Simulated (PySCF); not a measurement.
# C6H7B: a look at the electrons

Aim: take C6H7B and analyse its density (charges, bond critical points, surface potential).

Program: PySCF 2.14.0. Level of theory: levels as typed in each script, gas phase, geometry from GFN2-xTB. These are calculated values, not measurements.

## 1. The system as given

14 atoms, charge 0, spin multiplicity 1.

Bond lengths: B1–C2 1.525 Å, B1–C7 1.525 Å, B1–H8 1.177 Å, C2–C3 1.363 Å, C2–H9 1.087 Å, C3–C4 1.413 Å, C3–H10 1.087 Å, C4–C5 1.366 Å, C4–H11 1.085 Å, C5–C6 1.413 Å, C5–H12 1.085 Å, C6–C7 1.363 Å, C6–H13 1.087 Å, C7–H14 1.087 Å. Angles: C2–B1–C7 123.3°, C2–B1–H8 118.3°, C7–B1–H8 118.3°, B1–C2–C3 129.2°, B1–C2–H9 116.9°, C3–C2–H9 113.9°, C2–C3–C4 128.7°, C2–C3–H10 117.8°, C4–C3–H10 113.5°, C3–C4–C5 130.4°, C3–C4–H11 114.3°, C5–C4–H11 115.3°, C4–C5–C6 130.4°, C4–C5–H12 115.3°, C6–C5–H12 114.3°, C5–C6–C7 128.7°, C5–C6–H13 113.5°, C7–C6–H13 117.8° and more.

Coordinates:

```xyz
14

B     0.00047   -1.73203    0.00000
C    -1.34203   -1.00822    0.00000
C    -1.59901    0.33040    0.00000
C    -0.68312    1.40654    0.00000
C     0.68246    1.40685    0.00000
C     1.59884    0.33111    0.00000
C     1.34245   -1.00762    0.00000
H     0.00081   -2.90858    0.00000
H    -2.23511   -1.62792    0.00000
H    -2.63954    0.64627    0.00000
H    -1.14698    2.38753    0.00000
H     1.14589    2.38805    0.00000
H     2.63923    0.64745    0.00000
H     2.23581   -1.62693    0.00000
```

## 2. Density, bond paths and surface potential (wB97X/6-311+g**)

Contents of input.py:

```python
import numpy as np
from pyscf import gto, scf, dft
from pyscf.scf import atom_ks, atom_hf
from scipy.linalg import block_diag

def solve(mol, dm0=None, hcore=None):
    mf = (dft.UKS if mol.spin else dft.RKS)(mol, xc='wb97x')
    mf.grids.level = 3
    mf = mf.density_fit(auxbasis='def2-universal-jkfit')
    mf.conv_tol, mf.max_cycle = 1e-8, 80
    if hcore is not None:
        mf.get_hcore = lambda *args: hcore
    mf.kernel(dm0)
    if not mf.converged:
        mf = mf.newton().run(mf.mo_coeff, mf.mo_occ, max_cycle=30)
    assert mf.converged, 'SCF not converged'
    return mf

mol = gto.M(atom='''
B      0.00047    -1.73203     0.00000
C     -1.34203    -1.00822     0.00000
C     -1.59901     0.33040     0.00000
C     -0.68312     1.40654     0.00000
C      0.68246     1.40685     0.00000
C      1.59884     0.33111     0.00000
C      1.34245    -1.00762     0.00000
H      0.00081    -2.90858     0.00000
H     -2.23511    -1.62792     0.00000
H     -2.63954     0.64627     0.00000
H     -1.14698     2.38753     0.00000
H      1.14589     2.38805     0.00000
H      2.63923     0.64745     0.00000
H      2.23581    -1.62693     0.00000
''', basis='6-311+g**', charge=0, spin=0, verbose=4)
mf = solve(mol)
mf.analyze()
# spherically averaged free atoms, for the promolecule
atm = atom_ks.get_atm_nrks(mol, xc='wb97x')
pro = block_diag(*[(atm[a[0]][2] * atm[a[0]][3]) @ atm[a[0]][2].T for a in mol._atom])
np.savez('result.npz', e=mf.e_tot, c=mf.mo_coeff, occ=mf.mo_occ, eps=mf.mo_energy, pro=pro, dip=mf.dip_moment(verbose=0), s2=mf.spin_square()[0])
```

Run with:

```sh
$ OMP_NUM_THREADS=1 python input.py
```

What does the calculation give? Wanted: dipole moment; HOMO, LUMO.

The runs gave:

```
                       quantity            value
dipole moment (wB97X/6-311+g**)           2.07 D
   HOMO, LUMO (wB97X/6-311+g**)  -9.18, -0.03 eV
```

In words: At wB97X/6-311+g**: The highest Hirshfeld charge is on B1 (+0.10 e), the lowest on C2 and C7 (−0.11 e). The geometry was not optimised at these levels.
